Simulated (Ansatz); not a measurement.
**SbH2− (singlet): wave-function methods side by side at a displaced geometry (v1), def2-TZVPD**

Aim: climb from Hartree-Fock through coupled cluster and multireference methods for SbH2− (singlet) at one geometry and basis, and see what each rung misses.

Method: def2-TZVPD, core rule «outside noble gas», up to 9 orbitals frozen; program: Ansatz 0.2.0, Gaussian basis.

To be run: UHF; CCSD(T) on RHF; BCCD(T) on RHF; CCSDT(Q) on RHF; CASSCF and MRCISD+Q, 8 electrons in 6 orbitals; CASSCF and NEVPT2, 8 electrons in 6 orbitals.

16 further runs of the same task are left out: 8 that didn't finish, 8 set aside as unsound or not needed.

## 1. The geometry

The geometry is a PBE0/def2-TZVPD stationary point (not a proven minimum) with its atoms shifted at random (size 0.040 Å). No spin-orbit coupling is included. Elements past krypton take def2 core potentials.

3 atoms, charge -1, spin multiplicity 1.

Atoms are counted from 1 here; the program's logs count them from 0.

Bond lengths: Sb1–H2 1.709 Å, Sb1–H3 1.798 Å. Angles: H2–Sb1–H3 91.0°.

## 2. UHF

Contents of in.yaml:

```yaml
crystal:
  periodic: [false, false, false]
  atoms:
    - {symbol: Sb, position_ang: [-0.000377, -0.020013, 0.000529]}
    - {symbol: H, position_ang: [-0.001210, 1.179144, 1.218476]}
    - {symbol: H, position_ang: [0.046754, 1.238454, -1.282338]}
basis:
  gaussian: {orbitals: def2-TZVPD}
total_charge: -1
magnetization: {spin_polarized: true, initial_magnetization: 0}
hamiltonian: {xc: hf}
output: {orbitals: {seedname: orbitals}}
```

Command:

```sh
$ ansatz run in.yaml --threads 1 --pin off --events-out ev --progress --plain --max-ram 2393MiB
```

After this run come: CCSD(T) on RHF; BCCD(T) on RHF; CCSDT(Q) on RHF; CASSCF and MRCISD+Q, 8 electrons in 6 orbitals; CASSCF and NEVPT2, 8 electrons in 6 orbitals.

**Question.** What will the summary of the whole plan be? Wanted: RCCSDT(Q) below the RHF energy; RMP2 from RCCSDT(Q); RCCSD from RCCSDT(Q); RCCSD(T) from RCCSDT(Q); NEVPT2 valence from RCCSDT(Q); MRCISD+Q valence from RCCSDT(Q); T1 diagnostic; effectively unpaired electrons.

**Answer**, as computed:

```
                         quantity                                        value
   RCCSDT(Q) below the RHF energy                                   -4.5820 eV
              RMP2 from RCCSDT(Q)                                   +879.8 meV
             RCCSD from RCCSDT(Q)                                   +198.4 meV
          RCCSD(T) from RCCSDT(Q)                                    +31.4 meV
    NEVPT2 valence from RCCSDT(Q)                                  +1022.8 meV
  MRCISD+Q valence from RCCSDT(Q)                                    +34.7 meV
levels within 1 kcal/mol (43 meV)  RCCSD(T), BCCD(T), RCCSDT, MRCISD+Q valence
                    T1 diagnostic                                        0.015
   effectively unpaired electrons                                         0.02
```

In words: RCCSD(T) misses by +31.4 meV, 0.7 % of the correlation energy. One determinant dominates. Of the multireference levels listed MRCISD+Q valence comes nearest in total energy (+34.7 meV), which doesn't show that its space is the better one. These misses are within one basis, not against nature.
